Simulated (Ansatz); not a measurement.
# C3H10OSn: small, medium and large basis sets

An exercise on one series of results from a longer session: the logs are not shown, and one member is left open.

Method: one geometry, several basis sets; program: Ansatz 0.2.0, Gaussian basis.

Plan: PBE0-D4/def2-SVP; ωB97M-V/def2-SVP; PBE0-D4/def2-QZVPP; ωB97M-V/def2-QZVPP; the functionals' def2-TZVPP values are taken from earlier runs.

1 further run of the same task is left out (for a known fault of the program). Runs told in other sessions of the task aren't counted.

## The geometry

An earlier PBE0-D4 in a triple-zeta def2 set relaxation fixed the geometry. Sn takes the def2 core potential; no spin-orbit term is included.

SMILES `[CH3][Sn]([CH3])([CH3])[OH]`, 15 atoms, charge 0, spin multiplicity 1.

Atoms are counted from 1 here; the program's logs count them from 0.

Bond lengths: C1–Sn2 2.141 Å, C1–H6 1.091 Å, C1–H7 1.091 Å, C1–H8 1.090 Å, Sn2–C3 2.141 Å, Sn2–C4 2.130 Å, Sn2–O5 1.983 Å, C3–H9 1.091 Å, C3–H10 1.091 Å, C3–H11 1.090 Å, C4–H12 1.091 Å, C4–H13 1.090 Å, C4–H14 1.090 Å, O5–H15 0.959 Å. Angles: Sn2–C1–H6 110.5°, Sn2–C1–H7 110.3°, Sn2–C1–H8 109.7°, H6–C1–H7 108.6°, H6–C1–H8 108.9°, H7–C1–H8 108.9°, C1–Sn2–C3 111.9°, C1–Sn2–C4 113.6°, C1–Sn2–O5 107.6°, C3–Sn2–C4 113.6°, C3–Sn2–O5 107.6°, C4–Sn2–O5 101.8°, Sn2–C3–H9 110.3°, Sn2–C3–H10 110.5°, Sn2–C3–H11 109.7°, H9–C3–H10 108.6°, H9–C3–H11 108.9°, H10–C3–H11 108.9° and more.

Geometry (Å):

```xyz
15

C    -1.90077    0.80157    0.10178
Sn    0.11227    0.11980   -0.16024
C     1.17807    0.04973    1.69584
C     0.26191   -1.67521   -1.29656
O     1.03865    1.42167   -1.33503
H    -2.47571    0.07878    0.68325
H    -1.91058    1.75747    0.62727
H    -2.37492    0.92908   -0.87184
H     1.12869    1.01762    2.19657
H     0.74681   -0.70556    2.35510
H     2.22342   -0.19868    1.51003
H    -0.20951   -2.50803   -0.77312
H     1.31249   -1.91155   -1.46684
H    -0.22881   -1.53791   -2.26037
H     1.07599    2.31032   -0.97674
```

Set-up of the first run:

File in.yaml:

```yaml
crystal:
  periodic: [false, false, false]
  atoms:
    - {symbol: C, position_ang: [-1.900774, 0.801568, 0.101783]}
    - {symbol: Sn, position_ang: [0.112266, 0.119800, -0.160240]}
    - {symbol: C, position_ang: [1.178070, 0.049726, 1.695836]}
    - {symbol: C, position_ang: [0.261912, -1.675206, -1.296563]}
    - {symbol: O, position_ang: [1.038650, 1.421672, -1.335027]}
    - {symbol: H, position_ang: [-2.475709, 0.078777, 0.683247]}
    - {symbol: H, position_ang: [-1.910581, 1.757473, 0.627269]}
    - {symbol: H, position_ang: [-2.374916, 0.929077, -0.871835]}
    - {symbol: H, position_ang: [1.128686, 1.017624, 2.196569]}
    - {symbol: H, position_ang: [0.746809, -0.705563, 2.355096]}
    - {symbol: H, position_ang: [2.223424, -0.198681, 1.510034]}
    - {symbol: H, position_ang: [-0.209507, -2.508031, -0.773122]}
    - {symbol: H, position_ang: [1.312490, -1.911547, -1.466844]}
    - {symbol: H, position_ang: [-0.228813, -1.537906, -2.260365]}
    - {symbol: H, position_ang: [1.075994, 2.310317, -0.976737]}
basis:
  gaussian: {orbitals: def2-SVP}
hamiltonian: {xc: pbe0, dispersion: d4}
output: {orbitals: {seedname: orbitals}}
```

Run with:

```
> ansatz run in.yaml --threads 4 --pin off --events-out ev --progress --plain --max-ram 11315MiB
```

Steps of the session up to this table: PBE0-D4 in def2-SVP; ωB97M-V in def2-SVP; PBE0-D4 in def2-QZVPP; ωB97M-V in def2-QZVPP.

One of the session's tables, all rows but one given; the rest of the session is left out.

It belongs to the step «Density functionals: the series». 

| functional | basis | HOMO (eV) | LUMO (eV) |
| --- | --- | --- | --- |
| PBE0-D4 | def2-SVP | -7.26 | 0.81 |
| PBE0-D4 | def2-TZVPP | -7.46 | 0.30 |
| PBE0-D4 | def2-QZVPP | -7.49 | -0.05 |
| ωB97M-V | def2-SVP | -9.55 | 2.50 |
| ωB97M-V | def2-TZVPP | ? | ? |
| ωB97M-V | def2-QZVPP | -9.75 | 1.14 |

Estimate the missing values for ωB97M-V, def2-TZVPP.

As computed: HOMO (eV): -9.73; LUMO (eV): 1.77. In the column «HOMO (eV)» it lies between ωB97M-V, def2-QZVPP (-9.75) and ωB97M-V, def2-SVP (-9.55).
